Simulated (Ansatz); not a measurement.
# BFH₂O₃Zn: up Jacob's ladder to CCSD(T)

One table from this session's results is given with a row withheld; the runs are named, their logs left out.

The runs use Ansatz 0.2.0, Gaussian basis; functionals in def2-TZVPP, the program's frozen cores in correlated methods.

Levels to be run: LDA (SPW92), PBE-D4, revPBE-D4, BLYP-D4, r2SCAN-D4, B97M-V, PBE0-D4, B3LYP-D4, r2SCANh-D4, r2SCAN0-D4, HSE06-D4, BHLYP-D4, CAM-B3LYP-D4, LC-ωPBE, ωB97X-V, ωB97M-V, B2PLYP, PBE-QIDH; CCSD(T)/def2-SVP; CCSD(T)/def2-TZVPP; MP2/def2-QZVPP; extrapolation to the limit; RPA on PBE.

**Structure used throughout**

All runs share one geometry, relaxed beforehand with PBE0-D4 in a triple-zeta def2 set.

SMILES `OB(O)[O][Zn][F]`, 8 atoms, charge 0, spin multiplicity 1.

Atoms are counted from 1 here; the program's logs count them from 0.

Bond lengths: O1–B2 1.367 Å, O1–H7 0.957 Å, B2–O3 1.398 Å, B2–O4 1.346 Å, O3–H8 0.958 Å, O4–Zn5 1.784 Å, Zn5–F6 1.740 Å. Angles: B2–O1–H7 115.7°, O1–B2–O3 123.9°, O1–B2–O4 120.4°, O3–B2–O4 115.8°, B2–O3–H8 118.1°, B2–O4–Zn5 112.1°, O4–Zn5–F6 174.2°.

Coordinates:

```xyz
8

O    -0.25362   -2.01365    0.06776
B    -0.17578   -0.64901    0.04397
O     0.99779    0.05988   -0.22857
O    -1.26665    0.09913    0.29152
Zn   -0.91599    1.84557    0.20128
F    -0.74273    3.57618    0.15126
H     0.56184   -2.47877   -0.11855
H     1.79513   -0.43933   -0.40868
```

Set-up of the first run:

The input, in.yaml:

```yaml
crystal:
  periodic: [false, false, false]
  atoms:
    - {symbol: O, position_ang: [-0.253623, -2.013651, 0.067764]}
    - {symbol: B, position_ang: [-0.175783, -0.649014, 0.043970]}
    - {symbol: O, position_ang: [0.997790, 0.059878, -0.228566]}
    - {symbol: O, position_ang: [-1.266645, 0.099126, 0.291516]}
    - {symbol: Zn, position_ang: [-0.915990, 1.845569, 0.201282]}
    - {symbol: F, position_ang: [-0.742731, 3.576178, 0.151256]}
    - {symbol: H, position_ang: [0.561842, -2.478771, -0.118546]}
    - {symbol: H, position_ang: [1.795130, -0.439325, -0.408676]}
basis:
  gaussian: {orbitals: def2-TZVPP}
hamiltonian: {xc: lda}
output: {orbitals: {seedname: orbitals}}
```

Steps of the session up to this table: LDA; PBE-D4 (GGA); revPBE-D4 (GGA); BLYP-D4 (GGA); r2SCAN-D4 (meta-GGA); B97M-V (meta-GGA); PBE0-D4 (hybrid); B3LYP-D4 (hybrid); r2SCANh-D4 (hybrid); r2SCAN0-D4 (hybrid); HSE06-D4 (hybrid); BHLYP-D4 (hybrid); CAM-B3LYP-D4 (range-separated); LC-ωPBE (range-separated); ωB97X-V (range-separated); ωB97M-V (range-separated); B2PLYP (double hybrid); PBE-QIDH (double hybrid).

One table of the session follows, with a row left open; its other results are not shown here.

It belongs to the step «Orbital energies across the functionals». 

| functional | HOMO (eV) | gap (eV) |
| --- | --- | --- |
| LDA (SPW92) | -7.65 | 5.18 |
| PBE-D4 | -7.38 | 5.20 |
| revPBE-D4 | -7.28 | 5.23 |
| BLYP-D4 | -7.29 | 5.09 |
| r2SCAN-D4 | -7.72 | 5.88 |
| B97M-V | -7.78 | 5.68 |
| PBE0-D4 | ? | ? |
| B3LYP-D4 | -8.76 | 7.15 |
| r2SCANh-D4 | -8.34 | 6.84 |
| r2SCAN0-D4 | -9.27 | 8.26 |
| HSE06-D4 | -8.60 | 7.01 |
| BHLYP-D4 | -10.58 | 10.09 |
| CAM-B3LYP-D4 | -10.51 | 10.14 |
| LC-ωPBE | -11.85 | 12.86 |
| ωB97X-V | -11.49 | 12.28 |
| ωB97M-V | -11.45 | 11.89 |

**Question.** Estimate the row for PBE0-D4.

**Answer.** HOMO (eV): -9.01; gap (eV): 7.79. In the column «HOMO (eV)» it lies between r2SCAN0-D4 (-9.27) and B3LYP-D4 (-8.76).
